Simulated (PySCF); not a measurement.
# F4Ru: the cost of one run

Computed with PySCF 2.14.0. Level: each script names its method and basis.

2 further runs of the same task are left out: 1 for a known fault of the program, 1 that didn't finish.

### Step 1. The starting structure

RuF4⁻ (quartet): 5 atoms, charge -1, spin multiplicity 4.

Bond lengths: Ru1–F2 1.931 Å, Ru1–F3 1.931 Å, Ru1–F4 1.931 Å, Ru1–F5 1.931 Å. Angles: F2–Ru1–F3 170.6°, F2–Ru1–F4 90.4°, F2–Ru1–F5 90.4°, F3–Ru1–F4 90.4°, F3–Ru1–F5 90.4°, F4–Ru1–F5 170.6°.

### Step 2. Base script

The input, input.py:

```python
from pyscf import gto, scf, mp

mol = gto.M(
    atom='Ru 0 0 0; F 1.9246 0.0001 0.1584; F -1.9246 -0.0001 0.1584; F -0.0001 1.9246 -0.1583; F 0.0001 -1.9245 -0.1586',
    basis='def2-svp',
    ecp={'Ru': 'def2-svp'},
    charge=-1,
    spin=3,
    verbose=3,
)
mf = scf.UHF(mol)
mf = mf.newton()
mf.kernel()
mp.MP2(mf, frozen=4).kernel()
mf.dip_moment()
print('orbital energies (hartree):', [e[max(0, n-3):n+3].round(4) for e, n in zip(mf.mo_energy, mol.nelec)])
```

Run with:

```sh
OMP_NUM_THREADS=1 python input.py
```

What time and memory should one allow on 1 thread of Arm Neoverse N1, shared host?

About 5.9 s, with a peak of 0.25 GiB.
